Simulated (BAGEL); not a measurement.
**CH3BF3Ge+ (SMILES [CH3][Ge+]([F])[B](F)F) in BAGEL**

Aim: a single-point energy of CH3BF3Ge+.

The calculation is run with BAGEL 1.2.2.

### Step 1. The structure to begin with

The species is CH3BF3Ge+ (9 atoms), typed as a singlet with charge +1. As SMILES, `[CH3][Ge+]([F])[B](F)F`. Geometry: a GFN2-xTB relaxation, a rough one for these elements and not checked as a minimum.

Bond lengths: C1–Ge2 2.003 Å, Ge2–F3 1.729 Å, Ge2–B4 2.228 Å, B4–F5 1.274 Å, B4–F6 1.276 Å, C1–H7 1.092 Å, C1–H8 1.097 Å, C1–H9 1.097 Å. Some angles: C1–Ge2–F3 103.8°, C1–Ge2–B4 154.9°, F3–Ge2–B4 101.3°, Ge2–B4–F5 115.3°, Ge2–B4–F6 119.5°, F5–B4–F6 125.2°, Ge2–C1–H7 111.8°, Ge2–C1–H8 107.1°, Ge2–C1–H9 107.2°, H7–C1–H8 110.9°.

### Step 2. The run

Input file hf.json:

```json
{ "bagel": [

{
  "title": "molecule",
  "basis": "def2-svp",
  "df_basis": "svp-jkfit",
  "geometry": [
    { "atom": "C", "xyz": [    -3.45360677,    -0.43960699,    -0.03730319 ] },
    { "atom": "Ge", "xyz": [     0.24186605,     0.38240498,    -0.00111494 ] },
    { "atom": "F", "xyz": [     0.31220165,     3.64947689,    -0.03805908 ] },
    { "atom": "B", "xyz": [     4.35228493,    -0.53048392,     0.05514221 ] },
    { "atom": "F", "xyz": [     5.82799096,     1.36948452,     0.16453845 ] },
    { "atom": "F", "xyz": [     5.05802205,    -2.83570413,    -0.02403732 ] },
    { "atom": "H", "xyz": [    -3.78566945,    -2.47353811,    -0.14172946 ] },
    { "atom": "H", "xyz": [    -4.27820767,     0.53033274,    -1.67267218 ] },
    { "atom": "H", "xyz": [    -4.27488175,     0.34761512,     1.69521661 ] }
  ]
},

{
  "title": "hf",
  "charge": 1
},

{
  "title": "print",
  "file": "orbitals.molden",
  "orbitals": "true"
}

]}
```

On the command line:

```bash
$ BAGEL_NUM_THREADS=1 BAGEL hf.json > hf.out
```

Output:

```text
* using 1 threads per process

  ===============================================================
  ===============================================================

  ERROR: EXCEPTION RAISED:  def2-svp cannot be opened. Please see if the file is in <basis library>.
  You can also specify the full path to the basis file.
```

Run time: 0.28 s. Hardware: 1 thread of Intel Xeon Platinum 8488C (Sapphire Rapids), shared host.

### Step 3. Reading the log

The input was rejected.

The log says `ERROR: EXCEPTION RAISED:  def2-svp cannot be opened. Please see if the file is in <basis library>.`. The fault: the input names a basis that the program doesn't know.
